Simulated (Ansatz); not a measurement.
# WSi2 (I4/mmm): equation of state

The task here is to estimate one member of a computed series from the others.

Program: Ansatz 0.2.0. Level of theory: DFT PBE, scalar-relativistic, plane waves, PAW. These are calculated values, not measurements.

## The system as given

Symmetry: I4/mmm, No. 139, tetragonal system. Conventional cell: a = 3.229 Å, b = 3.229 Å, c = 7.867 Å, α = 90.00°, β = 90.00°, γ = 90.00°. Si (site symmetry 4mm) has 5 Si at 2.60 to 2.64 Å and 5 W at 2.63 Å as nearest neighbours. Around W (site symmetry 4/mmm) lie 10 Si at 2.63 Å.

Structure file:

```xyz
3
Lattice="-1.6145 1.6145 3.9335 1.6145 -1.6145 3.9335 1.6145 1.6145 -3.9335" Properties=species:S:1:pos:R:3 pbc="T T T"
Si    0.0000    0.0000    2.6320
Si    0.0000    0.0000    5.2351
W     0.0000    0.0000    0.0000
```

An earlier run at PBE left this cell at 13.671 Å³/atom and 0.01 GPa (18×18×18 mesh).

Volume factors to run: 0.980, 1.020, 0.960, 1.040.

The first run:

input.yaml

```yaml
crystal:
  lattice:
    - [-1.6036820828, 1.6036820828, 3.9071258856]
    - [1.6036820828, -1.6036820828, 3.9071258856]
    - [1.6036820828, 1.6036820828, -3.9071258856]
  atoms:
    - { symbol: Si, position: [0.3345558511, 0.3345558511, 0.0] }
    - { symbol: Si, position: [0.6654441489, 0.6654441489, 0.0] }
    - { symbol: W, position: [0.0, 0.0, 0.0] }
basis:
  ecutwfc: 420
  ecutrho_ratio: 4
kpoints:
  mp_grid: { grid: [18, 18, 18] }
hamiltonian:
  xc: pbe
scf:
  occupations: { method: gaussian, width: 0.05 }
output:
  forces: true
  stress: true
  eigenvalues: true
relax:
  f_tol: 0.01
  max_steps: 40
  cell: { stress_tol: 0.1, fix: [volume] }
```

The run is started by

```bash
> ansatz run input.yaml --threads 1 --pin off --max-ram 2560MiB --backend cpu --events-out ev --progress --plain --runs-dir out
```

Among the steps run: At 0.980 of the relaxed volume; Volume × 1.020; At 0.960 of the relaxed volume; At 1.040 of the relaxed volume.

One of the session's tables, all rows but one given; the rest of the session is left out.

It belongs to the step «Energy and pressure against volume». 

| volume (Å³/atom) | energy (meV/atom) | pressure (GPa) |
| --- | --- | --- |
| 13.124 | 16.01 | 9.72 |
| 13.398 | 3.86 | 4.61 |
| 13.671 | 0.00 | 0.01 |
| 13.945 | ? | ? |
| 14.218 | 13.80 | -7.80 |

**Question.** Estimate the row for volume (Å³/atom) = 13.945.

Worked estimate for «energy (meV/atom)». A straight line through the neighbours (13.671, 0.00) and (14.218, 13.80) gives 0.00 + (13.80 − 0.00) × (13.945 − 13.671) / (14.218 − 13.671) = 6.91; a parabola fitted to 3 rows on both sides gives 3.32.

The run gave: energy (meV/atom): 3.57; pressure (GPa): -4.11. In «energy (meV/atom)» the line misses by +3.34 and the parabola by -0.25.
